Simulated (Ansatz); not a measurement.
# GaLi (singlet): from Hartree-Fock to the top rungs at distance Ga1–Li2 = 2.289 Å, aug-cc-pVTZ

One table from this session's results is given with a row withheld; the runs are named, their logs left out.

Computed with Ansatz 0.2.0, Gaussian basis. Level: aug-cc-pVTZ, core rule «outside noble gas», up to 15 orbitals frozen.

Plan: UHF; CCSD(T) on RHF; CCSD(T) on UHF; BCCD(T) on RHF; CCSDT(Q) on RHF; CCSDT(Q) on UHF; Full CI.

42 further runs of the same task are left out: 18 for a known fault of the program, 2 for a mislabelled method, 15 that didn't finish, 7 set aside as unsound or not needed.

### The geometry

The geometry derives from a PBE0/def2-TZVP stationary point (not a proven minimum). One bond is set to the value named and the two fragments are kept rigid. No spin-orbit coupling is included. The filled d shell of Ga may be among the frozen orbitals whatever the setting's name suggests; the logs give the count.

2 atoms, charge 0, spin multiplicity 1.

Atoms are counted from 1 here; the program's logs count them from 0.

Bond lengths: Ga1–Li2 2.289 Å.

Set-up of the first run:

File in.yaml:

```yaml
crystal:
  periodic: [false, false, false]
  atoms:
    - {symbol: Ga, position_ang: [0.000000, 0.000000, 0.000000]}
    - {symbol: Li, position_ang: [0.000000, 0.000000, 2.289000]}
basis:
  gaussian: {orbitals: aug-cc-pVTZ}
magnetization: {spin_polarized: true, initial_magnetization: 0}
hamiltonian: {xc: hf}
output: {orbitals: {seedname: orbitals}}
```

Started as:

```bash
$ ansatz run in.yaml --threads 1 --pin off --events-out ev --progress --plain --max-ram 2393MiB
```

Among the steps run: UHF; CCSD(T) on RHF; CCSD(T) on UHF; BCCD(T) on RHF; CCSDT(Q) on RHF; CCSDT(Q) on UHF; Full CI.

One of the session's tables, all rows but one given; the rest of the session is left out.

It belongs to the step «Misses and costs». 

| method | from FCI (kJ/mol) |
| --- | --- |
| RHF | +227.9 |
| RMP2 | ? |
| RCCSD | +11.3 |
| RCCSD(T) | +3.3 |
| BCCD(T) | +3.3 |
| RCCSDT | +1.5 |
| RCCSDT(Q) | +0.4 |
| FCI | 0 |

**Question.** Estimate the row for RMP2.

**Answer.** from FCI (kJ/mol): +68.3. In the column «from FCI (kJ/mol)» it lies between RCCSD (+11.3) and RHF (+227.9).

Left out of the table: UHF, UMP2, UCCSD, UCCSD(T), UCCSDT, UCCSDT(Q) (another determinant or state than the rows shown).
